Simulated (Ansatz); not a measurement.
# SiSe (SMILES [Si][Se]) at 6 levels

Wanted: a comparison of 6 runs (UPBE/STO-3G, wB97X/STO-3G, UMP2/STO-3G, BCCD(T)/STO-3G, CCSDT(Q)/STO-3G, UCCSD(T)/STO-3G) of SiSe. 

Program for the calculation: Ansatz 0.2.0.

53 further runs of the same task are left out: 13 that didn't finish, 40 set aside as unsound or not needed.

## Step 1: The structure to begin with

The species is SiSe (2 atoms), meant as a singlet with charge 0. SMILES: `[Si][Se]`. The Se2–Si1 distance was set to 2.577 Å, away from the relaxed value.

Bond lengths: Si1–Se2 2.577 Å.

## Step 2: The energy at UPBE/STO-3G (run 1)

File input.yaml:

```yaml
crystal:
  periodic: [false, false, false]
  atoms:
    - {symbol: Si, position_ang: [0.000000, 0.000000, -0.484010]}
    - {symbol: Se, position_ang: [-0.000000, -0.000000, 2.093090]}
basis:
  gaussian:
    orbitals: STO-3G
accuracy: high
magnetization:
  spin_polarized: true
hamiltonian:
  xc: {name: PBE}
```

The run is started by

```sh
ansatz run input.yaml --threads 1 --pin off --max-ram 3480MiB --events-out events.jsonl --progress --plain --runs-dir runs
```

Output:

```text
Warning: RAYON_NUM_THREADS=1 ignored (pool sized by the plan → 1); use --threads N
Functional definition: PBE
  name "PBE"
  parameter kappa = 0.804
  parameter beta = 0.06672455060314922
  exchange = pbe_x(kappa = kappa, mu = beta*pi^2/3)
  correlation = pbe_c(beta = beta)
355 factors; integrals over basis functions are off by at most 1.2e-8 eV
mean field evaluation 1: about -72381.5745 eV, gradient 2.3e1 eV
mean field evaluation 2: about -72272.2558 eV, gradient 4.9e1 eV
mean field evaluation 4: about -72377.7255 eV, gradient 2.4e1 eV
mean field evaluation 8: about -72391.5766 eV, gradient 1.9e-1 eV
mean field evaluation 16: about -72391.5469 eV, gradient 2.4e-8 eV
mean field evaluation 32: about -72388.0278 eV, gradient 1.2e1 eV
mean field evaluation 64: about -72391.5117 eV, gradient 7.9e-1 eV
mean field -72391.54687707 eV, -2660.3402789793 hartree, gradient 2.4e-8 eV, S^2 0.000000; 6 other end points of the search recorded, 0 dependent functions left out
reference -72391.54687865 eV, -2660.3402790377 hartree; 24, 24 occupied and 3, 3 virtual orbitals, 355 factors
Total energy: -72391.54687865 eV, -2660.3402790377 hartree
```

Run time: 4.2 s. Hardware: 1 thread of Arm Neoverse V1, shared host; peak memory 0.12 GiB.

## Step 3: A single-point energy at wB97X/STO-3G (run 2)

File input.yaml:

```yaml
crystal:
  periodic: [false, false, false]
  atoms:
    - symbol: Si
      position_ang: [0.000000, 0.000000, -0.484010]
    - symbol: Se
      position_ang: [-0.000000, -0.000000, 2.093090]
basis:
  gaussian: {orbitals: STO-3G}
hamiltonian: {xc: {name: wB97X}}
accuracy: high
```

The run is started by

```sh
ansatz run input.yaml --threads 1 --pin off --max-ram 3480MiB --events-out events.jsonl --progress --plain --runs-dir runs
```

Output:

```text
Warning: RAYON_NUM_THREADS=1 ignored (pool sized by the plan → 1); use --threads N
Functional definition: wB97X
  name "wB97X"
  parameter omega = 0.3/bohr
  parameter cx = 0.157706
  parameter cx1 = 0.726479
  parameter cx2 = 1.04760
  parameter cx3 = -5.70635
  parameter cx4 = 13.2794
  parameter css1 = -4.33879
  parameter css2 = 18.2308
  parameter css3 = -31.7430
  parameter css4 = 17.2901
  parameter cos1 = 2.37031
  parameter cos2 = -11.3995
  parameter cos3 = 6.58405
  parameter cos4 = -3.78132
  exchange = spin_sum(e_x_unif_sr(omega)*poly(b97_u_x, 1 - cx, cx1, cx2, cx3, cx4)) + cx*exact_x_sr(omega)
      + exact_x_lr(omega)
  correlation = spin_sum(e_c_pw_same_spin*poly(b97_u_same, 1, css1, css2, css3, css4))
      + integral(e_c_pw_opposite_spin*poly(b97_u_opposite, 1, cos1, cos2, cos3, cos4))
355 factors; integrals over basis functions are off by at most 1.2e-8 eV
108 factors; integrals over basis functions are off by at most 1.9e-9 eV
mean field evaluation 1: about -72398.2065 eV, gradient 3.0e1 eV
mean field evaluation 2: about -72321.0767 eV, gradient 9.8e1 eV
mean field evaluation 4: about -72407.0231 eV, gradient 9.3e0 eV
mean field evaluation 8: about -72407.4603 eV, gradient 2.5e-1 eV
mean field evaluation 16: about -72407.4441 eV, gradient 7.0e-6 eV
mean field -72407.44405829 eV, -2660.9244896137 hartree, gradient 3.1e-9 eV, S^2 0.000000; 0 other end points of the search recorded, 0 dependent functions left out
reference -72407.44405689 eV, -2660.9244895622 hartree; 24, 24 occupied and 3, 3 virtual orbitals, 355 factors
Total energy: -72407.44405689 eV, -2660.9244895622 hartree
```

Wall time 4.8 s (1 thread of Arm Neoverse V1, shared host); peak memory 0.21 GiB.

Runs 3 to 5 aren't shown in full; the table further down has their settings and results.

## Step 4: A single-point energy at UCCSD(T)/STO-3G (run 6)

File job.yaml:

```yaml
crystal:
  periodic: [false, false, false]
  atoms:
    - {symbol: Si, position_ang: [0.000000, 0.000000, -0.484010]}
    - {symbol: Se, position_ang: [-0.000000, -0.000000, 2.093090]}
basis:
  gaussian: {orbitals: STO-3G}
magnetization: {spin_polarized: true, initial_magnetization: 0}
correlation: {method: ccsd_t, frozen_orbitals: {Se: 9, Si: 5}}
accuracy: high
scf: {omitted_lower_state_checks: [cluster_reference, increment]}
```

The run is started by

```sh
ansatz run job.yaml --threads 1 --pin off --max-ram 3480MiB --events-out events.jsonl --progress --plain --runs-dir runs
```

Output:

```text
Warning: RAYON_NUM_THREADS=1 ignored (pool sized by the plan → 1); use --threads N
[... 20 lines left out ...]
14 core orbitals not correlated: weight in the atoms' cores, before any rotation towards them, 1.000 or more for the frozen orbitals, at most 0.000 for the correlated occupied ones
[... 47 lines left out ...]
Total energy: -72359.24395165 eV, -2659.1531683659 hartree
Checks for a lower state left out: cluster_reference, increment
```

Run time: 2.2 s. Hardware: 1 thread of Arm Neoverse V1, shared host.

## Step 5: All runs side by side

| run | level | frozen core orbitals | energy (Eh) | wall time |
| --- | --- | --- | --- | --- |
| 1 | UPBE/STO-3G | – | -2660.340279 | 4.2 s |
| 2 | wB97X/STO-3G | – | -2660.924490 | 4.8 s |
| 3 | UMP2/STO-3G | 14 | -2659.107431 | 1.9 s |
| 4 | BCCD(T)/STO-3G | 14 | -2659.156940 | 0.5 s |
| 5 | CCSDT(Q)/STO-3G | 14 | -2659.171908 | 0.97 s |
| 6 | UCCSD(T)/STO-3G | 14 | -2659.153168 | 2.2 s |

## Step 6: What came out

```
                                           quantity           value
                                run 6: total energy  -2659.15317 Eh
run 6: correlation energy (14 core orbitals frozen)       -72.6 mEh
                              run 6: (T) correction       -5.17 mEh
           run 6: ⟨S²⟩ of the reference determinant           0.979
                               run 6: T1 diagnostic           0.120
```

In words: Totals of different functionals can't be ranked against each other. In runs 4, 5 the log says that unrestricted orbitals would lower the reference, so the values rest on an unstable closed-shell determinant (other closed-shell runs at this shape may share the fault). In runs 1, 2, 3, 4, 5, 6 the basis is minimal, so the values are rough. Spin contamination of the reference: run 3 ⟨S²⟩ = 0.98, run 6 ⟨S²⟩ = 0.98. Where it is this large, the reference is a mixture of spin states, and values that rest on it are in doubt. All runs together took 15 s, the longest 4.8 s.
